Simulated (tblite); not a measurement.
# C6H9ClGeO2: the cost of one run

Computed with tblite 0.8.0 and PySCF 2.14.0, with density-fitted response routines of our own, on a single molecule in the gas phase. Atoms count from 0, in the outputs and in this text.

## 1. The molecule as given

19 atoms, charge 0, multiplicity 1; geometry from: force field or distance geometry start.

Bonds of the start (Å): O0–C1 1.24, C1–C2 1.48, C2–C3 1.50, C3–C4 1.33, C4–O5 1.39, O5–C6 1.41, C6–C7 1.51, C7–Ge8 1.92, Ge8–Cl9 2.18, C6–C1 1.49, C2–H10 1.12, C2–H11 1.11, C3–H12 1.10, C4–H13 1.09, C6–H14 1.14, C7–H15 1.13, C7–H16 1.11, Ge8–H17 1.56, Ge8–H18 1.54.

## 2. Optimising the geometry with GFN2-xTB

What the job is given:

```
{"job": {"kind": "relax", "xc": "GFN2-xTB", "basis": "xTB"}, "charge": 0, "multiplicity": 1}
O      0.160200    -2.025300     0.123000
C     -0.505500    -0.981100     0.180900
C     -1.921000    -1.016000    -0.243800
C     -2.477800     0.364900    -0.455900
C     -1.724500     1.450500    -0.356700
O     -0.363400     1.398500    -0.084300
C      0.070000     0.301500     0.684800
C      1.556300     0.266900     0.920700
Ge     2.628000    -0.138800    -0.618000
Cl     4.678200     0.301900    -0.024500
H     -1.937500    -1.474700    -1.267100
H     -2.548600    -1.644700     0.414500
H     -3.554000     0.476300    -0.664000
H     -2.243700     2.390000    -0.534600
H     -0.392000     0.460200     1.712400
H      1.772100    -0.533000     1.690800
H      1.851200     1.231900     1.381800
H      2.349900     0.802800    -1.828200
H      2.592100    -1.622600    -1.039300
```

Run with:

```console
> OMP_NUM_THREADS=1 python probes_run.py task.json out
```

The driver reads the jobs from task.json and runs them one after another.

**Question.** How long does this first job take on 1 thread of Arm Neoverse N1, shared host, and how much memory does it need?

About 2.2 s, with a peak of 0.18 GiB.
